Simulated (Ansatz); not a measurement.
Run this with the Python package of Ansatz (0.2.0) and show what comes out.

`mo3pt_push.py`
```python
# -*- coding: utf-8 -*-
import warnings

import ansatz as az
import numpy as np
from pymatgen.core import Lattice, Structure
from pymatgen.io.ase import AseAtomsAdaptor

config = {
    "xc": "r2SCAN",
    "smearing": "methfessel_paxton",
    "width_ev": 0.1,
}

warnings.simplefilter("ignore", az.DeckWarning)

pmg_structure = Structure(
    Lattice([[3.973984, 0.0, 0.0], [0.0, 3.973984, 0.0], [0.0, 0.0, 3.973984]]),
    ["Mo", "Mo", "Mo", "Pt"],
    [
        [0.0, 0.5, 0.5],
        [0.5, 0.0, 0.5],
        [0.5, 0.5, 0.0],
        [0.0, 0.0, 0.0],
    ],
)
structure = az.Crystal.from_ase(AseAtomsAdaptor.get_atoms(pmg_structure))

inverse = np.linalg.inv(np.array(structure.lattice.vectors))
home = np.array(structure.sites[3].position)
values = np.linspace(-0.1, 0.1, 5)
energies, pulls = [], []
for shift in values:
    moved = structure.move(3, to=home + shift * inverse[0])
    model = (
        moved.calculation()
        .functional(config["xc"])
        .occupations(config["smearing"], width=config["width_ev"])
        .kpoints(7)
        .forces()
    )
    report = model.run(threads=1).report
    energies.append(report["free_energy_ev"])
    pulls.append(report["forces_ev_ang"][3][0])

print("shift (A)   dE (eV)   force along x (eV/A)")
for shift, e, f in zip(values, energies, pulls):
    print(f"{shift:8.3f} {e - energies[2]:10.5f} {f:12.4f}")
print(f"stiffness from energies {2 * np.polyfit(values, energies, 2)[0]:.3f}, from forces {-np.polyfit(values, pulls, 1)[0]:.3f} eV/A^2")
```

```console
$ python mo3pt_push.py
shift (A)   dE (eV)   force along x (eV/A)
  -0.100    0.04518       0.9066
  -0.050    0.01127       0.4512
   0.000    0.00000      -0.0000
   0.050    0.01127      -0.4512
   0.100    0.04518      -0.9066
stiffness from energies 9.039, from forces 9.057 eV/A^2
```

The curvature of the energy gives 9.039 eV/Å² and the slope of the force 9.057 eV/Å², a positive curvature.

Caveats:
- The run is spin-unpolarised.
- The mesh is modest for a metal, so energies can be off by several to tens of meV an atom and pressures by half a GPa or more; differences at equal mesh fare better.
- In a metal a curvature from energy changes of a few meV or less hangs on mesh and smearing, in size and even in sign.
- Spin-orbit coupling, which matters for elements this heavy, is left out.
- This cell is a computed structure, which may not be the phase found in nature.
- All periodic images of the atom move with it, so the curvature is one diagonal element of the zone-centre force constants and no normal mode; a positive value doesn't exclude soft modes in which several atoms move.
- Timing: 58 s on 1 thread of Arm Neoverse V2 (shared host), peak memory 0.61 GiB.
